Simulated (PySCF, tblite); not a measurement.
# C₆H₁₂SeSi: geometry, infrared bands and NMR shifts

Wanted: the infrared bands and NMR shifts of C₆H₁₂SeSi (`C=C/C=C/[SiH2]C[Se]C`), by calculation.

Programs: tblite 0.8.0 and PySCF 2.14.0, with density-fitted response routines of our own. Each step states its level of theory. These are calculated values for one molecule in the gas phase, unless marked as measured. Atoms count from 0, in the outputs and in this text.

## 1. The starting structure

20 atoms, charge 0, multiplicity 1; geometry from: force field or distance geometry start.

Bonds of the start (Å): C0–C1 1.34, C1–C2 1.46, C2–C3 1.33, C3–Si4 1.83, Si4–C5 1.88, C5–Se6 1.94, Se6–C7 1.93, C0–H8 1.09, C0–H9 1.10, C1–H10 1.09, C2–H11 1.09, C3–H12 1.11, Si4–H13 1.47, Si4–H14 1.47, C5–H15 1.10, C5–H16 1.11, C7–H17 1.10, C7–H18 1.11, C7–H19 1.12.

## 2. Optimising the geometry with GFN2-xTB

What the job is given:

```
{"job": {"kind": "relax", "xc": "GFN2-xTB", "basis": "xTB"}, "charge": 0, "multiplicity": 1}
C      4.149500     0.096700    -1.116200
C      3.335400     0.412000    -0.093500
C      1.949600    -0.025800    -0.168000
C      1.170500     0.302300     0.852500
Si    -0.605600    -0.139600     0.977000
C     -1.230000    -0.322700    -0.784500
Se    -3.018100    -1.070900    -0.745400
C     -4.197900    -0.005300     0.346700
H      5.197400     0.404100    -1.077600
H      3.743100    -0.453800    -1.978400
H      3.723400     0.950200     0.770900
H      1.542800    -0.568400    -1.018900
H      1.590100     0.848200     1.722000
H     -0.821600    -1.447400     1.601800
H     -1.411600     0.913800     1.611500
H     -0.531300    -0.945000    -1.371300
H     -1.300800     0.691300    -1.222400
H     -4.139200    -0.380400     1.380900
H     -3.915100     1.072500     0.363700
H     -5.235700    -0.147100    -0.054000
```

Started as:

```console
OMP_NUM_THREADS=1 python probes_run.py task.json out
```

The driver reads the jobs from task.json and runs them one after another.

**Question.** This job is followed by: GFN2-xTB harmonic vibrations, gas phase; GIAO PBE0/pcSseg-1 NMR shielding, non-relativistic, gas phase. Predict these results of the whole session: strongest single infrared mode (GFN2-xTB); zero-point energy (GFN2-xTB); 13C shifts against TMS (PBE0/pcSseg-1); 1H shifts against TMS (PBE0/pcSseg-1, means over atoms taken as alike); 29Si shifts against TMS (PBE0/pcSseg-1); 77Se shifts against Me2Se (PBE0/pcSseg-1).

**Answer**, as computed:

| quantity | value |
| --- | --- |
| strongest single infrared mode (GFN2-xTB) | 2187 cm⁻¹, 310 km/mol |
| zero-point energy (GFN2-xTB) | 95.9 kcal/mol |
| 13C shifts against TMS (PBE0/pcSseg-1) | 155.7, 147.7, 135.0, 127.0, 15.2, 9.3 ppm |
| 1H shifts against TMS (PBE0/pcSseg-1, means over atoms taken as alike) | 6.73, 6.65, 6.09, 5.58, 5.53, 4.65, 2.00, 1.68 ppm |
| 29Si shifts against TMS (PBE0/pcSseg-1) | -47.3 ppm |
| 77Se shifts against Me2Se (PBE0/pcSseg-1) | 51 ppm |

In words: The optimisation took 156 steps and gained 0.515 eV; among the close pairs (by a distance rule), C3–Si4 changed most, from 1.834 to 1.875 Å. No mode is imaginary among the 54: a minimum at this level. The strongest single mode, at 2187 cm⁻¹, moves mainly H14. Unscaled tight-binding wavenumbers are off by several per cent, some by more. Its intensities can rank the bands wrongly. At PBE0/pcSseg-1: The largest span, 711 ppm, is at Se6, where the paramagnetic term is -1289 ppm. Spin-orbit coupling is left out, which matters for shieldings and couplings at and beside the heavy atoms.
